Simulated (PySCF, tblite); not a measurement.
# C11H14BN: excited states

What do calculations give for the excited states of C11H14BN (`CB(C)c1cc(C)n2ccccc12`)?

Computed with tblite 0.8.0 and PySCF 2.14.0 and routines of our own; the level stands in each step. Atoms count from 0.

## 1. The system as given

27 atoms, charge 0, multiplicity 1; geometry from: force field or distance geometry start.

## 2. Geometry optimisation with GFN2-xTB

The job: settings as JSON, then the geometry in Å.

```
{"job": {"kind": "relax", "xc": "GFN2-xTB", "basis": "xTB"}, "charge": 0, "multiplicity": 1}
C     -2.843300     0.631600    -1.274000
B     -2.214500    -0.040100    -0.021600
C     -3.091100    -0.331700     1.276200
C     -0.703600    -0.345800     0.043800
C     -0.127600    -1.599800     0.302200
C      1.246600    -1.439300     0.265400
C      2.197700    -2.554600     0.483600
N      1.535800    -0.140800     0.023000
C      2.689500     0.521600    -0.106400
C      2.760300     1.874900    -0.364200
C      1.572400     2.566000    -0.507700
C      0.380500     1.881300    -0.375700
C      0.355900     0.531300    -0.105300
H     -3.941000     0.462100    -1.227800
H     -2.709100     1.740400    -1.326100
H     -2.420700     0.211900    -2.198100
H     -2.392200    -0.637400     2.076800
H     -3.697200     0.531700     1.574600
H     -3.754100    -1.178200     1.000600
H     -0.664000    -2.499200     0.474000
H      1.866800    -3.492700     0.014400
H      3.216200    -2.347200     0.062700
H      2.379600    -2.752000     1.574700
H      3.609500    -0.047100     0.003800
H      3.727900     2.378000    -0.458700
H      1.534000     3.640600    -0.708000
H     -0.534200     2.460800    -0.490200
```

The run is started by

```
> OMP_NUM_THREADS=1 python excited_run.py task.json out
```

One launch serves the whole session: the jobs run in the order shown.

The log of the run:

```text
step      E/eV     max force
  0    -947.72532    1.913
  1    -947.95301    0.620
  2    -948.00815    0.488
  3    -948.04276    0.394
  4    -948.06538    0.302
  5    -948.08045    0.228
  6    -948.08949    0.219
  7    -948.09669    0.256
  8    -948.10246    0.246
  9    -948.10667    0.158
 10    -948.10990    0.106
 11    -948.11293    0.100
 12    -948.11571    0.152
 13    -948.11834    0.133
 14    -948.12109    0.108
 15    -948.12410    0.117
 16    -948.12712    0.131
 17    -948.12979    0.119
 18    -948.13210    0.117
 19    -948.13433    0.096
 20    -948.13637    0.122
 21    -948.13787    0.117
 22    -948.13897    0.069
 23    -948.14005    0.075
 24    -948.14142    0.104
 25    -948.14301    0.135
 26    -948.14448    0.096
 27    -948.14570    0.087
 28    -948.14690    0.077
 29    -948.14830    0.108
 30    -948.14983    0.108
 31    -948.15145    0.124
 32    -948.15339    0.141
 33    -948.15600    0.142
 34    -948.15947    0.201
 35    -948.16364    0.187
 36    -948.16814    0.117
 37    -948.17247    0.144
 38    -948.17617    0.129
 39    -948.17927    0.150
 40    -948.18239    0.136
 41    -948.18158    0.288
 42    -948.18898    0.178
 43    -948.19284    0.150
 44    -948.20485    0.131
 45    -948.20813    0.153
 46    -948.21414    0.135
 47    -948.21811    0.137
 48    -948.22255    0.186
 49    -948.22533    0.200
 50    -948.22996    0.149
 51    -948.23471    0.128
 52    -948.23785    0.109
 53    -948.24108    0.115
 54    -948.24389    0.111
 55    -948.24640    0.107
 56    -948.24827    0.100
 57    -948.25035    0.106
 58    -948.25302    0.114
 59    -948.25550    0.112
 60    -948.25704    0.144
 61    -948.25897    0.072
 62    -948.26040    0.072
 63    -948.26175    0.067
 64    -948.26323    0.068
 65    -948.26450    0.076
 66    -948.26598    0.089
 67    -948.26804    0.108
 68    -948.27050    0.106
 69    -948.27263    0.087
 70    -948.27408    0.075
 71    -948.27517    0.076
 72    -948.27622    0.077
 73    -948.27738    0.122
 74    -948.27890    0.102
 75    -948.28152    0.120
 76    -948.28373    0.120
 77    -948.28654    0.109
 78    -948.28849    0.107
 79    -948.28981    0.060
 80    -948.29095    0.072
 81    -948.29234    0.079
 82    -948.29381    0.098
 83    -948.29522    0.085
 84    -948.29632    0.072
 85    -948.29741    0.071
 86    -948.29842    0.066
 87    -948.29933    0.063
 88    -948.30004    0.045
 89    -948.30060    0.046
 90    -948.30108    0.054
 91    -948.30157    0.064
 92    -948.30211    0.052
 93    -948.30271    0.041
 94    -948.30319    0.035
 95    -948.30353    0.034
 96    -948.30383    0.039
 97    -948.30418    0.038
 98    -948.30464    0.056
 99    -948.30528    0.079
100    -948.30610    0.086
101    -948.30704    0.070
102    -948.30796    0.060
103    -948.30864    0.059
104    -948.30916    0.052
105    -948.30961    0.055
106    -948.31016    0.045
107    -948.31057    0.036
108    -948.31093    0.036
109    -948.31125    0.032
110    -948.31161    0.034
111    -948.31199    0.036
112    -948.31237    0.034
113    -948.31269    0.035
114    -948.31297    0.038
115    -948.31320    0.034
116    -948.31339    0.026
117    -948.31354    0.030
118    -948.31368    0.027
119    -948.31379    0.022
120    -948.31387    0.018
121    -948.31393    0.018
122    -948.31400    0.018
123    -948.31410    0.021
124    -948.31426    0.032
125    -948.31447    0.038
126    -948.31471    0.034
127    -948.31493    0.030
128    -948.31511    0.027
129    -948.31527    0.025
130    -948.31539    0.024
131    -948.31551    0.021
132    -948.31560    0.016
133    -948.31568    0.014
134    -948.31571    0.013
135    -948.31577    0.017
136    -948.31581    0.013
137    -948.31585    0.012
138    -948.31588    0.011
139    -948.31593    0.024
140    -948.31601    0.035
141    -948.31613    0.038
142    -948.31627    0.028
143    -948.31639    0.021
144    -948.31648    0.018
145    -948.31657    0.028
146    -948.31666    0.027
147    -948.31672    0.017
148    -948.31677    0.013
149    -948.31682    0.017
150    -948.31690    0.025
151    -948.31699    0.027
152    -948.31708    0.023
153    -948.31715    0.024
154    -948.31723    0.022
155    -948.31733    0.029
156    -948.31746    0.030
157    -948.31755    0.021
158    -948.31763    0.024
159    -948.31771    0.021
160    -948.31779    0.025
161    -948.31785    0.020
162    -948.31789    0.015
163    -948.31792    0.014
164    -948.31796    0.018
165    -948.31799    0.017
166    -948.31802    0.008
```

It took 2 s on 1 thread of Arm Neoverse V1, shared host; peak memory 0.18 GiB.

Relaxation path: (not every step is listed)

| step | energy from step 0 (eV) | largest force (eV/Å) |
| --- | --- | --- |
| 0 | 0.0000 | 1.9132 |
| 1 | -0.2277 | 0.6203 |
| 2 | -0.2828 | 0.4883 |
| 3 | -0.3174 | 0.3936 |
| 4 | -0.3401 | 0.3025 |
| 5 | -0.3551 | 0.2279 |
| 6 | -0.3642 | 0.2193 |
| 7 | -0.3714 | 0.2560 |
| 8 | -0.3771 | 0.2461 |
| 23 | -0.4147 | 0.0754 |
| 38 | -0.4508 | 0.1293 |
| 53 | -0.5158 | 0.1152 |
| 68 | -0.5452 | 0.1061 |
| 83 | -0.5699 | 0.0846 |
| 98 | -0.5793 | 0.0564 |
| 113 | -0.5874 | 0.0350 |
| 128 | -0.5898 | 0.0267 |
| 143 | -0.5911 | 0.0213 |
| 158 | -0.5923 | 0.0239 |
| 161 | -0.5925 | 0.0195 |
| 162 | -0.5926 | 0.0153 |
| 163 | -0.5926 | 0.0143 |
| 164 | -0.5926 | 0.0183 |
| 165 | -0.5927 | 0.0170 |
| 166 | -0.5927 | 0.0081 |

Distances of close pairs at the start and the end, largest changes first:

| bond | before (Å) | after (Å) | change (Å) |
| --- | --- | --- | --- |
| C0–B1 | 1.554 | 1.586 | +0.032 |
| C6–H22 | 1.124 | 1.091 | -0.032 |
| N7–C12 | 1.364 | 1.396 | +0.032 |
| C6–H21 | 1.121 | 1.091 | -0.030 |
| C9–C10 | 1.382 | 1.411 | +0.029 |
| C0–H14 | 1.118 | 1.090 | -0.028 |
| C11–C12 | 1.377 | 1.402 | +0.025 |
| C3–C12 | 1.384 | 1.407 | +0.024 |

The next job starts from the end point, and lists it.

## 3. Harmonic vibrations with GFN2-xTB

The job: settings as JSON, then the geometry in Å.

```
{"job": {"kind": "ir", "xc": "GFN2-xTB", "basis": "xTB"}, "charge": 0, "multiplicity": 1}
C     -2.863320     1.265992    -0.677343
B     -2.245232     0.009608     0.068295
C     -3.248633    -1.030926     0.719921
C     -0.736936    -0.251039     0.143391
C     -0.139808    -1.460530     0.583654
C      1.225797    -1.375872     0.493741
C      2.272579    -2.380796     0.825484
N      1.531229    -0.134895     0.015135
C      2.749823     0.407125    -0.231626
C      2.849978     1.676256    -0.707248
C      1.681873     2.435227    -0.932433
C      0.454220     1.888819    -0.680410
C      0.348756     0.572651    -0.207723
H     -3.932739     1.162539    -0.849994
H     -2.730176     2.164255    -0.074082
H     -2.393374     1.461006    -1.639430
H     -2.835924    -1.574466     1.566103
H     -4.177616    -0.566776     1.045267
H     -3.524727    -1.775171    -0.028395
H     -0.674477    -2.326942     0.921419
H      1.798544    -3.292672     1.177486
H      2.877317    -2.622123    -0.050413
H      2.937571    -2.013117     1.608951
H      3.611197    -0.211627    -0.033091
H      3.821004     2.099994    -0.906664
H      1.770625     3.444854    -1.301498
H     -0.447445     2.455051    -0.836335
```

The log of the run:

```text
mode    cm-1     km/mol
  1      36.4      0.29
  2      59.2      0.71
  3      83.8      0.56
  4     135.5      0.63
  5     141.8      0.10
  6     157.9      0.48
  7     169.9      0.65
  8     206.8      0.35
  9     237.4      0.45
 10     279.4      0.38
 11     287.1      0.33
 12     297.0      0.20
 13     381.6      0.38
 14     408.6      4.25
 15     483.0      2.17
 16     512.1      1.02
 17     536.7      0.07
 18     544.7      2.10
 19     580.6      0.93
 20     602.7      0.18
 21     689.4      0.26
 22     712.8     18.24
 23     738.1      0.19
 24     760.4     23.49
 25     775.2      1.16
 26     823.6     15.69
 27     841.9      8.24
 28     847.4      0.15
 29     868.0      4.86
 30     878.3    131.01
 31     886.1      2.97
 32     909.3      0.30
 33     946.3     17.89
 34     998.8      4.66
 35    1038.1      4.49
 36    1059.4     36.98
 37    1072.3     26.44
 38    1111.3     75.68
 39    1127.9     29.39
 40    1157.3      6.69
 41    1169.0      6.06
 42    1201.0    130.98
 43    1231.5     10.24
 44    1287.2     26.70
 45    1328.8     46.78
 46    1378.5     80.34
 47    1384.7     34.07
 48    1390.8     32.06
 49    1395.6    185.00
 50    1404.1      6.29
 51    1457.5     51.07
 52    1474.7    106.57
 53    1482.8      4.76
 54    1489.1     13.36
 55    1494.2      0.15
 56    1503.6      0.89
 57    1509.4      0.81
 58    1515.1      0.34
 59    1524.0     24.43
 60    1555.3     23.26
 61    1621.8      8.73
 62    2975.1     33.27
 63    2990.1     36.61
 64    2991.0     15.39
 65    2996.6     55.63
 66    3017.5     28.49
 67    3024.3     41.62
 68    3029.8     78.33
 69    3036.9     34.88
 70    3058.4     17.55
 71    3094.0      1.03
 72    3096.8     30.66
 73    3111.6     52.54
 74    3138.1      9.43
 75    3161.8     25.94
```

Wall time 1.7 s (1 thread of Arm Neoverse V1, shared host); peak memory 0.18 GiB.

The strongest bands and the atoms that carry them (share of the mass-weighted mode):

| cm⁻¹ | km/mol | atoms |
| --- | --- | --- |
| 878 | 131.0 | B1 26 %, H14 17 %, H18 15 % |
| 1111 | 75.7 | H19 30 %, B1 29 % |
| 1201 | 131.0 | B1 32 %, H19 17 % |
| 1378 | 80.3 | C5 21 %, C3 13 % |
| 1396 | 185.0 | C3 33 % |
| 1475 | 106.6 | C11 26 %, C8 14 %, C10 13 %, C12 12 % |
| 2997 | 55.6 | H14 81 % |
| 3030 | 78.3 | H13 69 %, H17 11 %, H15 11 % |

## 4. Excited states: TDA wB97X-D/def2-SVP

Settings changed since step 3:

```diff
@@ -1,2 +1,2 @@
-{"job": {"kind": "ir", "xc": "GFN2-xTB", "basis": "xTB"}, "charge": 0, "multiplicity": 1}
+{"job": {"kind": "states", "xc": "wB97X-D", "basis": "def2-SVP", "tda": true, "soc": true, "nstates": 8, "ntriplets": 5, "nquad": 4}, "charge": 0, "multiplicity": 1}
 C     -2.863320     1.265992    -0.677343
```

Level: TDA wB97X-D/def2-SVP excited states, vertical, gas phase, spin-orbit mean-field couplings.

The log of the run:

```text
coarse grid: 22776 points
cycle   1  E = -506.5189190206  dE =  2.893e+00  |g| = 5.423e-01  |ddm| = 5.859e+00
cycle   2  E = -506.5294320369  dE = -1.051e-02  |g| = 5.680e-01  |ddm| = 1.309e+00
cycle   3  E = -506.6065524463  dE = -7.712e-02  |g| = 9.274e-02  |ddm| = 7.083e-01
cycle   4  E = -506.6085336539  dE = -1.981e-03  |g| = 4.031e-02  |ddm| = 1.363e-01
cycle   5  E = -506.6089527414  dE = -4.191e-04  |g| = 7.077e-03  |ddm| = 5.383e-02
cycle   6  E = -506.6089702668  dE = -1.753e-05  |g| = 2.699e-03  |ddm| = 1.293e-02
cycle   7  E = -506.6089756101  dE = -5.343e-06  |g| = 1.189e-03  |ddm| = 7.442e-03
final grid: 220696 points
cycle   8  E = -506.6854996488  dE = -1.677e-04  |g| = 6.838e-03  |ddm| = 8.178e-02
cycle   9  E = -506.6855018692  dE = -2.220e-06  |g| = 7.221e-03  |ddm| = 1.472e-02
cycle  10  E = -506.6855120840  dE = -1.021e-05  |g| = 9.018e-04  |ddm| = 6.153e-03
cycle  11  E = -506.6855123191  dE = -2.351e-07  |g| = 6.089e-04  |ddm| = 1.823e-03
cycle  12  E = -506.6855124337  dE = -1.146e-07  |g| = 1.168e-04  |ddm| = 9.626e-04
cycle  13  E = -506.6855124439  dE = -1.017e-08  |g| = 6.680e-05  |ddm| = 2.883e-04
cycle  14  E = -506.6855124481  dE = -4.183e-09  |g| = 2.366e-05  |ddm| = 2.313e-04
cycle  15  E = -506.6855124485  dE = -4.725e-10  |g| = 8.038e-06  |ddm| = 8.036e-05
converged SCF energy = -506.6855124485

Singlet excitations
state   eV       nm        f     d(h-e)  d(exc)  Lambda  PR(NTO)  |dmu|/D   mu/D   main configurations
  1   4.1195   301.0   0.16319   1.242   3.353   0.722   1.137    3.079    2.701   H->L 0.76, H->L+1 0.16
  2   4.6811   264.9   0.22299   0.666   3.387   0.694   1.502    2.051    4.671   H->L+1 0.62, H-1->L 0.17, H->L 0.16
  3   5.4873   225.9   0.09518   0.826   3.427   0.705   2.097    2.287    4.866   H-1->L 0.48, H->L+2 0.31, H->L+1 0.16
  4   6.0809   203.9   0.30063   0.926   3.355   0.631   1.447    2.566    4.943   H-1->L+1 0.65
  5   6.2890   197.1   0.06060   1.049   3.173   0.410   1.140                     H-2->L 0.52, H-2->L+1 0.23, H-2->L+2 0.10
  6   6.5657   188.8   0.09297   0.790   3.089   0.428   1.244                     H-3->L 0.58, H-3->L+1 0.21
  7   6.5923   188.1   0.70947   0.514   3.358   0.665   2.429                     H->L+2 0.49, H-1->L 0.17, H-1->L+1 0.09
  8   7.0331   176.3   0.00275   1.774   4.156   0.344   1.050                     H->L+3 0.95

Triplet excitations (Tamm-Dancoff)
state   eV     d(h-e)  d(exc)  Lambda  PR(NTO)   main configurations
  1   2.8411   0.508   3.138   0.729   1.076   H->L 0.92
  2   3.6517   0.547   3.147   0.687   1.130   H->L+1 0.89
  3   4.2666   0.656   3.093   0.703   1.136   H-1->L 0.83
  4   4.6479   0.522   3.118   0.708   1.658   H->L+2 0.64, H-1->L+1 0.10, H-1->L 0.08
  5   4.9629   0.547   3.103   0.665   1.549   H-1->L+1 0.65, H->L+2 0.16
S1 - T1 = 1.2784 eV

Spin-orbit couplings |<S|Hso|T>| (cm-1)
             T1       T2       T3       T4       T5
S0        0.195    0.254    0.017    0.178    0.109
S1        0.055    0.089    0.097    0.083    0.033
S2        0.077    0.053    0.107    0.275    0.182
S3        0.118    0.237    0.104    0.165    0.063
S4        0.087    0.089    0.142    0.033    0.228
S5        0.359    0.395    0.521    0.371    0.334
S6        0.747    0.694    1.248    0.366    0.994
S7        0.365    0.401    0.431    0.183    0.336
S8        1.261    0.723    0.083    0.172    0.114
T1 sublevels (cm-1): 0.000 0.000 0.000   radiative rates (1/s): 0.00547 0.00344 0.00176
```

It took 2.4 min on 1 thread of Arm Neoverse V1, shared host; peak memory 1.3 GiB.

In short:

| quantity | value |
| --- | --- |
| S1 less T1 | 1.28 eV |

The fields below are evaluated on a grid from the run's orbitals.

Frontier orbitals at wB97X-D/def2-SVP, with the share of their density that lies nearest to each atom:

| orbital | energy (eV) | lies on |
| --- | --- | --- |
| HOMO | -7.10 | C3, C5 about 21 % each; C8, C10 about 10 % each; C12 8 % |
| LUMO | 0.72 | C8, C10, C11 about 14 % each; B1 13 %; N7 10 % |

ELF in a plane through or near 19 of the atoms.

Values, 10 rows by 14 columns:
```
0.00 0.00 0.00 0.00 0.00 0.00 0.00 0.00 0.00 0.00 0.00 0.00 0.00 0.00
0.00 0.00 0.00 0.00 0.01 0.09 0.00 0.00 0.00 0.00 0.00 0.00 0.00 0.00
0.00 0.00 0.00 0.02 0.68 1.00 0.35 0.28 0.31 0.00 0.01 0.00 0.00 0.00
0.00 0.00 0.00 0.23 0.27 0.54 0.24 0.97 0.90 0.34 0.48 0.10 0.00 0.00
0.00 0.00 0.12 0.59 0.02 0.70 0.42 0.87 0.51 0.74 0.31 0.86 0.38 0.00
0.00 0.00 0.26 0.95 0.62 0.78 0.76 0.90 0.76 0.27 0.46 0.05 0.00 0.00
0.00 0.00 0.38 0.78 0.39 0.36 0.47 0.58 0.02 0.55 0.55 0.96 0.20 0.00
0.00 0.00 0.88 0.97 0.27 0.32 0.50 0.97 0.65 0.08 0.13 0.02 0.00 0.00
0.00 0.00 0.00 0.00 0.49 1.00 0.52 0.00 0.00 0.00 0.00 0.00 0.00 0.00
0.00 0.00 0.00 0.00 0.00 0.00 0.00 0.00 0.00 0.00 0.00 0.00 0.00 0.00
```
The map spans 13.6 Å across and 12.6 Å up, centred on the molecule. Atoms in the plane (x, y in Å): C0 (2.9, -1.4), B1 (2.2, 0.1), C2 (3.2, 1.3), C3 (0.7, 0.3), C4 (0.1, 1.6), C5 (-1.3, 1.4), C6 (-2.3, 2.5), N7 (-1.5, 0.1), C8 (-2.7, -0.5), C9 (-2.8, -1.9), C10 (-1.6, -2.6), C11 (-0.4, -2.0), C12 (-0.3, -0.6), H19 (0.6, 2.5), H20 (-1.9, 3.5), H23 (-3.6, 0.1), H24 (-3.8, -2.3), H25 (-1.7, -3.7), H26 (0.5, -2.6).

log10 of the density (e/Å³) in the same plane.

Ten even steps from '0' (-4.0) to '9' (2.2):
```
0000000000000000000000000000
0000000000000000000000000000
0000000012211000000000000000
0000001234433111100000000000
0000013355653333321221100000
0000124566654455433333220000
0000134568655566544555431000
0000124456686796545666542100
0001234445666666656676543200
0001346656776669667665442100
0001346686666766666654432100
0001235676556765456666542100
0002346676566764456666542100
0002456666766666445554331000
0001345556666565433433210000
0000123345664333222211000000
0000001234543221100000000000
0000000022322100000000000000
0000000001110000000000000000
0000000000000000000000000000
```
The map spans 13.6 Å across and 12.6 Å up, centred on the molecule. Atoms in the plane (x, y in Å): C0 (2.9, -1.4), B1 (2.2, 0.1), C2 (3.2, 1.3), C3 (0.7, 0.3), C4 (0.1, 1.6), C5 (-1.3, 1.4), C6 (-2.3, 2.5), N7 (-1.5, 0.1), C8 (-2.7, -0.5), C9 (-2.8, -1.9), C10 (-1.6, -2.6), C11 (-0.4, -2.0), C12 (-0.3, -0.6), H19 (0.6, 2.5), H20 (-1.9, 3.5), H23 (-3.6, 0.1), H24 (-3.8, -2.3), H25 (-1.7, -3.7), H26 (0.5, -2.6).

On the surface of density 0.002 e/bohr³ the electrostatic potential runs, from the 1st to the 99th percentile, from -0.94 V near C3 to 1.10 V near H23.

## 5. What came out

| quantity | value |
| --- | --- |
| strongest single infrared mode (GFN2-xTB) | 1396 cm⁻¹, 185 km/mol |
| zero-point energy (GFN2-xTB) | 138.5 kcal/mol |
| S1 less T1 (step 4, TDA wB97X-D/def2-SVP) | 1.28 eV |
| surface potential, 1st and 99th percentile | -0.94 V and 1.10 V |

No mode is imaginary among the 75: a minimum at this level. The strongest single mode, at 1396 cm⁻¹, is spread over many atoms; the largest shares are those of C3. GFN2-xTB is a fitted tight-binding method: band positions and strengths are rough. Its intensities can rank the bands wrongly. In step 4, the number of triplets below S1 is 2, and the largest singlet-triplet spin-orbit coupling is S8–T1, 1.26 cm⁻¹.
